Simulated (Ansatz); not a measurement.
# CH3BrOSn: how energies converge with the basis set

An exercise on one series of results from a longer session: the logs are not shown, and one member is left open.

The runs use Ansatz 0.2.0, Gaussian basis; one geometry, several basis sets.

Plan: PBE0-D4/def2-SVP; ωB97M-V/def2-SVP; PBE0-D4/def2-QZVPP; ωB97M-V/def2-QZVPP; the functionals' def2-TZVPP values are taken from earlier runs.

**Structure used throughout**

The geometry comes from an earlier relaxation with PBE0-D4 in a triple-zeta def2 set; it is a stationary point, not always the lowest conformer. Sn takes the def2 core potential; no spin-orbit term is included.

7 atoms, charge 0, spin multiplicity 1.

Atoms are counted from 1 here; the program's logs count them from 0.

Bond lengths: C1–O2 1.405 Å, C1–H5 1.095 Å, C1–H6 1.095 Å, C1–H7 1.095 Å, O2–Sn3 1.958 Å, Sn3–Br4 2.546 Å. Angles: O2–C1–H5 109.5°, O2–C1–H6 112.5°, O2–C1–H7 109.5°, H5–C1–H6 108.5°, H5–C1–H7 108.1°, H6–C1–H7 108.5°, C1–O2–Sn3 132.6°, O2–Sn3–Br4 99.3°.

The first run:

in.yaml reads:

```yaml
crystal:
  periodic: [false, false, false]
  atoms:
    - {symbol: C, position_ang: [-0.541409, 0.467991, 0.538185]}
    - {symbol: O, position_ang: [0.641507, 0.841948, -0.120220]}
    - {symbol: Sn, position_ang: [1.866446, -0.129282, -1.298474]}
    - {symbol: Br, position_ang: [0.693006, -2.388154, -1.337714]}
    - {symbol: H, position_ang: [-1.362831, 1.114155, 0.210741]}
    - {symbol: H, position_ang: [-0.819115, -0.573486, 0.343551]}
    - {symbol: H, position_ang: [-0.416404, 0.598729, 1.618331]}
basis:
  gaussian: {orbitals: def2-SVP}
hamiltonian: {xc: pbe0, dispersion: d4}
output: {orbitals: {seedname: orbitals}}
```

Among the steps run: PBE0-D4 in def2-SVP; ωB97M-V in def2-SVP; PBE0-D4 in def2-QZVPP; ωB97M-V in def2-QZVPP.

One of the session's tables, all rows but one given; the rest of the session is left out.

It belongs to the step «Density functionals: the series». 

```
functional       basis  HOMO (eV)  LUMO (eV)
   PBE0-D4    def2-SVP      -7.60      -2.44
   PBE0-D4  def2-TZVPP      -7.71      -2.55
   PBE0-D4  def2-QZVPP      -7.72      -2.56
   ωB97M-V    def2-SVP          ?          ?
   ωB97M-V  def2-TZVPP      -9.78      -0.83
   ωB97M-V  def2-QZVPP      -9.80      -0.87
```

**Question.** Estimate the row for ωB97M-V, def2-SVP.

The run gave: HOMO (eV): -9.63; LUMO (eV): -0.66. In the column «HOMO (eV)» it lies between ωB97M-V, def2-TZVPP (-9.78) and PBE0-D4, def2-QZVPP (-7.72).
